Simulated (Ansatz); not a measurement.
# CH4InO radical: a ladder of functionals and wavefunction methods

Aim: compute CH4InO radical with functionals from several rungs and with coupled cluster. The yardstick is the atomisation energy at the CCSD(T) limit.

Method: functionals in def2-TZVPP, the program's frozen cores in correlated methods; program: Ansatz 0.2.0, Gaussian basis.

Plan: LDA (SPW92), PBE-D4, revPBE-D4, BLYP-D4, r2SCAN-D4, B97M-V, PBE0-D4, B3LYP-D4, r2SCANh-D4, r2SCAN0-D4, HSE06-D4, BHLYP-D4, CAM-B3LYP-D4, LC-ωPBE, ωB97X-V, ωB97M-V, B2PLYP, PBE-QIDH; CCSD(T)/def2-SVP; CCSD(T)/def2-TZVPP; MP2/def2-QZVPP; extrapolation to the limit; RPA on PBE.

## 1. The geometry

An earlier PBE0-D4 in a triple-zeta def2 set relaxation fixed the geometry. In takes the def2 core potential; no spin-orbit term is included.

SMILES `C[O][InH]`, 7 atoms, charge 0, spin multiplicity 2.

Atoms are counted from 1 here; the program's logs count them from 0.

Bond lengths: C1–O2 1.400 Å, C1–H4 1.098 Å, C1–H5 1.102 Å, C1–H6 1.098 Å, O2–In3 2.004 Å, In3–H7 1.778 Å. Angles: O2–C1–H4 110.4°, O2–C1–H5 113.9°, O2–C1–H6 110.4°, H4–C1–H5 107.1°, H4–C1–H6 107.6°, H5–C1–H6 107.1°, C1–O2–In3 121.6°, O2–In3–H7 114.2°.

Coordinates:

```
atom    x (Å)    y (Å)    z (Å)
  C1  -0.6305   0.6256  -0.1769
  O2  -0.7521  -0.6362   0.4181
 In3   0.8365  -1.8269   0.6886
  H4  -1.2490   0.6828  -1.0822
  H5   0.3999   0.8833  -0.4712
  H6  -0.9753   1.4081   0.5116
  H7   2.3704  -1.1366   0.1120
```

## 2. LDA

This LDA is Slater exchange with PW92 correlation.

in.yaml

```yaml
crystal:
  periodic: [false, false, false]
  atoms:
    - {symbol: C, position_ang: [-0.630472, 0.625575, -0.176941]}
    - {symbol: O, position_ang: [-0.752069, -0.636237, 0.418124]}
    - {symbol: In, position_ang: [0.836477, -1.826856, 0.688625]}
    - {symbol: H, position_ang: [-1.249002, 0.682763, -1.082209]}
    - {symbol: H, position_ang: [0.399918, 0.883286, -0.471194]}
    - {symbol: H, position_ang: [-0.975266, 1.408105, 0.511630]}
    - {symbol: H, position_ang: [2.370424, -1.136635, 0.111966]}
basis:
  gaussian: {orbitals: def2-TZVPP}
magnetization: {spin_polarized: true, initial_magnetization: 1}
hamiltonian: {xc: lda}
output: {orbitals: {seedname: orbitals}}
```

After this run come: PBE-D4 (GGA); revPBE-D4 (GGA); BLYP-D4 (GGA); r2SCAN-D4 (meta-GGA); B97M-V (meta-GGA); PBE0-D4 (hybrid); B3LYP-D4 (hybrid); r2SCANh-D4 (hybrid); r2SCAN0-D4 (hybrid); HSE06-D4 (hybrid); BHLYP-D4 (hybrid); CAM-B3LYP-D4 (range-separated); LC-ωPBE (range-separated); ωB97X-V (range-separated); ωB97M-V (range-separated); B2PLYP (double hybrid); PBE-QIDH (double hybrid); CCSD(T) in def2-SVP; CCSD(T) in def2-TZVPP; MP2 in def2-QZVPP; RPA on PBE orbitals.

Before running them: what should the planned runs give, taken together? Wanted: atomisation energy, CCSD(T)/CBS; farthest beyond LDA; mean size of error, GGA; mean size of error, meta-GGA; mean size of error, hybrid; mean size of error, range-separated; mean size of error, double hybrid; gap, smallest and largest; T1 diagnostic.

**Answer**, as computed:

| quantity | value |
| --- | --- |
| atomisation energy, CCSD(T)/CBS | 509.8 kcal/mol |
| functionals within 5.1 kcal/mol (1.0 %) | revPBE-D4, BLYP-D4, r2SCAN-D4, B97M-V, PBE0-D4, B3LYP-D4, r2SCANh-D4, HSE06-D4, CAM-B3LYP-D4, LC-ωPBE, ωB97X-V, ωB97M-V |
| farthest beyond LDA | BHLYP-D4 (-20.3 kcal/mol) |
| mean size of error, GGA | 4.9 kcal/mol |
| mean size of error, meta-GGA | 1.4 kcal/mol |
| mean size of error, hybrid | 6.8 kcal/mol |
| mean size of error, range-separated | 0.8 kcal/mol |
| mean size of error, double hybrid | 8.0 kcal/mol |
| gap, smallest and largest | 0.85 eV (LDA (SPW92)), 7.69 eV (LC-ωPBE) |
| T1 diagnostic | 0.0197 |
| triples share of the correlation energy | 3.4 % |

The LDA atomisation energy is off by 80.0 kcal/mol (16 %): it overbinds. PBE-D4 misses by +8.8 kcal/mol. Double hybrids carry the basis error of their MP2 part in triple zeta, and no dispersion term here, so their miss is partly the set-up's. The rungs range-separated, meta-GGA, GGA miss on average by less than the doubt on the reference (5.1 kcal/mol), so they tie. The reference freezes the cores and leaves out spin-orbit coupling and excitations past (T), and its outer-core shells are covered unevenly, so misses under about 5.1 kcal/mol can't be ranked. All levels share the lack of spin-orbit coupling, which lowers the free heavy atoms and so the true binding. Hartree-Fock recovers 70 % of the binding; the rest is correlation. CCSD(T) in def2-SVP is off by -31.0 kcal/mol, more than most functionals: a good method in a small basis is no reference. The gap grows from 0.9 to 7.7 eV across the functionals, mostly with the share of exact exchange. Correlated methods include outer-core shells of In, which these sets cover unevenly.
